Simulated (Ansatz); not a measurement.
# CO: the cost of one run

Computed with Ansatz 0.2.0 (DFT, PBE, plane-wave PAW, default files, scalar-relativistic, as far as a step names no other, unless a step's input says otherwise).

**1. Starting point**

Symmetry: P2_13, No. 198, cubic system. The conventional cell has a = 5.630 Å, b = 5.630 Å, c = 5.630 Å, α = 90.00°, β = 90.00°, γ = 90.00°. Around C (site symmetry 3) lie 1 O at 1.13 Å. Around O (site symmetry 3) lie 1 C at 1.13 Å.

As a file:

```cif
data_structure
_symmetry_space_group_name_H-M 'P2_13'
_symmetry_Int_Tables_number 198
_cell_length_a 5.6300
_cell_length_b 5.6300
_cell_length_c 5.6300
_cell_angle_alpha 90.000
_cell_angle_beta 90.000
_cell_angle_gamma 90.000
_cell_volume 178.45
loop_
_atom_site_label
_atom_site_type_symbol
_atom_site_symmetry_multiplicity
_atom_site_Wyckoff_symbol
_atom_site_fract_x
_atom_site_fract_y
_atom_site_fract_z
_atom_site_occupancy
C1 C 4 a 0.96275 0.96275 0.96275 1
O1 O 4 a 0.07910 0.07910 0.07910 1
```

The earlier run gave: gap on the mesh 6.00 eV, largest force 0.006 eV/Å, pressure 0.6 GPa.

Site by site (atoms counted from 1):

| site | atoms | first shell | V_zz (10²¹ V/m²) | η | C_Q (MHz) |
| --- | --- | --- | --- | --- | --- |
| C | 1, 2, 3, 4 | 1 O at 1.13 Å | -9.11 | 0.00 | – |
| O | 5, 6, 7, 8 | 1 C at 1.13 Å | -6.34 | 0.00 | 3.92 (¹⁷O) |

V_zz is the principal component of the electric field gradient with the largest magnitude, η = (V_xx − V_yy)/V_zz and C_Q = eQV_zz/h. Q values from Pyykkö, Mol. Phys. 116, 1328 (2018). A dash under C_Q marks elements without a common quadrupolar isotope.

**2. Settings changed: scf.occupations.method = methfessel_paxton, scf.occupations.width = 0.15**

The input, input.yaml:

```yaml
crystal:
  lattice:
    - [5.63, 0.0, 0.0]
    - [0.0, 5.63, 0.0]
    - [0.0, 0.0, 5.63]
  atoms:
    - { symbol: C, position: [0.9627510138, 0.9627510138, 0.9627510138] }
    - { symbol: C, position: [0.5372489862, 0.0372489862, 0.4627510138] }
    - { symbol: C, position: [0.4627510138, 0.5372489862, 0.0372489862] }
    - { symbol: C, position: [0.0372489862, 0.4627510138, 0.5372489862] }
    - { symbol: O, position: [0.0791011225, 0.0791011225, 0.0791011225] }
    - { symbol: O, position: [0.4208988775, 0.9208988775, 0.5791011225] }
    - { symbol: O, position: [0.5791011225, 0.4208988775, 0.9208988775] }
    - { symbol: O, position: [0.9208988775, 0.5791011225, 0.4208988775] }
kpoints:
  mp_grid: { grid: [5, 5, 5] }
scf:
  occupations: { method: methfessel_paxton, width: 0.15 }
hamiltonian:
  xc: pbe
  pseudopotentials: { kind: paw }
output:
  forces: true
  stress: true
  populations: true
  efg: { quadrupole_moments_barn: { O: -0.02558 }, contact_densities: true }
  write_density: true
  write_potential: true
  elf: true
  volumetric_format: npy
```

On the command line:

```console
$ ansatz run input.yaml --threads 1 --pin off --max-ram 2560MiB --backend cpu --events-out ev --progress --plain --runs-dir out
```

What time and memory should one allow on 1 thread of Intel Xeon Platinum 8488C (Sapphire Rapids), shared host?

About 8.1 s, with a peak of 0.46 GiB.
